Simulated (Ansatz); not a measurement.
Here is an Ansatz 0.2.0 calculation.

File input.yaml:

```yaml
crystal:
  lattice:
    - [1.423088878, 0.8216207468, 8.7733108407]
    - [-1.423088878, 0.8216207468, 8.7733108407]
    - [0.0, -1.6432414936, 8.7733108407]
  atoms:
    - { symbol: Pd, position: [0.744823, 0.744823, 0.744823] }
    - { symbol: Pd, position: [0.5, 0.5, 0.5] }
    - { symbol: Pd, position: [0.255177, 0.255177, 0.255177] }
    - { symbol: Mn, position: [0.0, 0.0, 0.0], spin: 4.0 }
kpoints:
  mp_grid: { grid: [11, 11, 11] }
  band_path:
    path: [[0.0, 0.0, 0.0], [0.5, 0.0, 0.0], [0.5, 0.172513551, -0.172513551]]
    npoints: 12
scf:
  occupations: { method: fermi_dirac, width: 0.05 }
hamiltonian:
  xc: pbesol
  pseudopotentials: { kind: all_electron, lapw: { basis_error: 0.002 } }
magnetization:
  spin_polarized: true
output:
  forces: true
  stress: true
  eigenvalues: true
```

Potentials or basis: all-electron LAPW, scalar-relativistic.

Launch:

```sh
$ ansatz run input.yaml --threads 4 --pin off --max-ram 12288MiB --backend cpu --events-out ev --progress --plain --runs-dir out
```

Q: Estimate the pressure.

A: -9.2 GPa.

Q: What does it give for the band gap along the path?

A: None (metal or under the smearing width).

Q: Estimate the site moments.

A: Pd +0.27, +0.04; Mn +3.81 μB.

Q: Estimate the largest force.

A: 0.049 eV/Å.

Forces on the atoms (eV/Å):
```
Pd   0.000  0.000  0.049
Pd   0.000  0.000  0.000
Pd   0.000  0.000 -0.049
Mn   0.000  0.000  0.000
```
